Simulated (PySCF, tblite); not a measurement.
**C₅H₁₈Si₃: geometry, infrared bands and NMR shifts**

Aim: predict the infrared bands and NMR shifts of C₅H₁₈Si₃ (`CCCC[Si@H]([SiH3])[SiH2]C`).

The runs use tblite 0.8.0 and PySCF 2.14.0, with density-fitted response routines of our own; the level of theory stands in each step. All values are computed, except where a source is named. Atoms count from 0, in the outputs and in this text.

## (1) The starting structure

26 atoms, charge 0, multiplicity 1; geometry from: force field or distance geometry start.

Bonds of the start (Å): C0–C1 1.52, C1–C2 1.48, C2–C3 1.51, C3–Si4 1.88, Si4–Si5 2.22, Si4–Si6 2.22, Si6–C7 1.85, C0–H8 1.11, C0–H9 1.10, C0–H10 1.10, C1–H11 1.14, C1–H12 1.11, C2–H13 1.11, C2–H14 1.11, C3–H15 1.09, C3–H16 1.10, Si4–H17 1.47, Si5–H18 1.45, Si5–H19 1.45, Si5–H20 1.48, Si6–H21 1.48, Si6–H22 1.47, C7–H23 1.12, C7–H24 1.12, C7–H25 1.10.

## (2) Relaxing the molecule with GFN2-xTB

What the job is given:

```
{"job": {"kind": "relax", "xc": "GFN2-xTB", "basis": "xTB"}, "charge": 0, "multiplicity": 1}
C      3.974300     0.557700    -0.461800
C      2.992800    -0.435100     0.129500
C      1.647100     0.189300     0.095900
C      0.538900    -0.671500     0.650100
Si    -1.031500     0.347300     0.482200
Si    -2.248600     0.123600     2.326300
Si    -2.058000    -0.396000    -1.346000
C     -3.594900     0.546100    -1.758800
H      3.437500     1.526700    -0.514000
H      4.352600     0.251800    -1.444300
H      4.768400     0.696400     0.291300
H      3.317100    -0.729700     1.179000
H      2.991200    -1.394400    -0.432600
H      1.401900     0.407400    -0.969300
H      1.688800     1.149800     0.641400
H      0.401300    -1.621200     0.125100
H      0.732500    -0.793200     1.729600
H     -0.685200     1.769100     0.352500
H     -2.556600    -1.281700     2.536700
H     -3.443000     0.946600     2.257200
H     -1.439700     0.588300     3.471100
H     -1.121200    -0.217600    -2.475600
H     -2.305600    -1.842100    -1.270100
H     -3.852900     0.338200    -2.827400
H     -4.433000     0.164900    -1.128700
H     -3.495300     1.631600    -1.625800
```

The run is started by

```console
> OMP_NUM_THREADS=1 python probes_run.py task.json out
```

This one command runs all jobs of the session in turn.

**Question.** This job is followed by: GFN2-xTB harmonic vibrations, gas phase; GIAO PBE0/pcSseg-1 NMR shielding, non-relativistic, gas phase. What will the session give for the following? strongest single infrared mode (GFN2-xTB); zero-point energy (GFN2-xTB); 13C shifts against TMS (PBE0/pcSseg-1); 1H shifts against TMS (PBE0/pcSseg-1, means over atoms taken as alike); 29Si shifts against TMS (PBE0/pcSseg-1).

**Answer**, as computed:

```
                                                              quantity                                                                       value
                             strongest single infrared mode (GFN2-xTB)                                                        786 cm⁻¹, 627 km/mol
                                          zero-point energy (GFN2-xTB)                                                              129.5 kcal/mol
                                13C shifts against TMS (PBE0/pcSseg-1)                                            37.2, 33.1, 17.1, 15.7, -9.2 ppm
1H shifts against TMS (PBE0/pcSseg-1, means over atoms taken as alike)  4.20, 3.95, 3.93, 3.43, 1.37, 1.33, 1.29, 1.11, 1.04, 0.86, 0.58, 0.13 ppm
                               29Si shifts against TMS (PBE0/pcSseg-1)                                                    -76.1, -78.2, -117.7 ppm
```

**Reading.** Over 205 steps the energy fell by 0.860 eV; of the close pairs, Si4–Si6 changed most, 2.225 to 2.331 Å. No mode is imaginary among the 72: a minimum at this level. The strongest single mode, at 786 cm⁻¹, has its largest shares on H18, H20 and H19 (the list is cut at 3 atoms). GFN2-xTB is a fitted tight-binding method: band positions and strengths are rough. Its intensities can rank the bands wrongly. At PBE0/pcSseg-1: The largest span, 88 ppm, is at Si4, where the paramagnetic term is -457 ppm.
